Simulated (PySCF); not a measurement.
# Br2Tb (Tb(Br)2+): the cost of one run

Computed with PySCF 2.14.0. Level: PBE0, Tb lcecp-1-SVP with ECP54, Br def2-SVP; scalar-relativistic core potentials, no spin–orbit coupling.

1 further run of the same task is left out (for a known fault of the program).

## Step 1: Starting geometry

3 atoms, charge 1, spin multiplicity 1.

Bond lengths: Tb1–Br2 2.771 Å, Tb1–Br3 2.771 Å. Angles: Br2–Tb1–Br3 131.8°.

As a file:

```xyz
3
charge 1, multiplicity 1
Tb    0.0000    0.0000    0.0000
Br    2.5296    0.0000    1.1321
Br   -2.5296    0.0000    1.1321
```

Formal oxidation states: Tb +3. Each metal's 8 4f electrons lie in its core potential, so multiplicities, spins and levels count the valence alone.

## Step 2: SCF at the start, singlet

run.py (the lines that set the calculation) reads:

```python
mol = gto.M(atom='''
Tb     0.00000     0.00000     0.00000
Br     2.52960     0.00000     1.13210
Br    -2.52960     0.00000     1.13210''',
    basis={'Tb': 'lcecp-1-SVP', 'Br': 'def2-SVP'},
    ecp={'Tb': 'lcecp-1-SVP'},
    charge=1, spin=0)
mf = dft.RKS(mol, xc='PBE0')
mf.grids.atom_grid = (50, 194)  # f atoms: unpruned, at least (60, 302)
mf = mf.density_fit()  # fitting sets: Tb AutoAux, Br def2-universal-JKFIT
mf.conv_tol = 1e-08; mf.max_cycle = 55
mf.kernel(dm0)  # dm0: free metal ions and neutral atoms
```

On the command line:

```sh
OMP_NUM_THREADS=2 python run.py
```

What time and memory should one allow on 2 threads of Intel Xeon Platinum 8259CL at 2.50GHz (Skylake/Cascade Lake), shared host?

About 3.6 s, with a peak of 0.4 GiB.
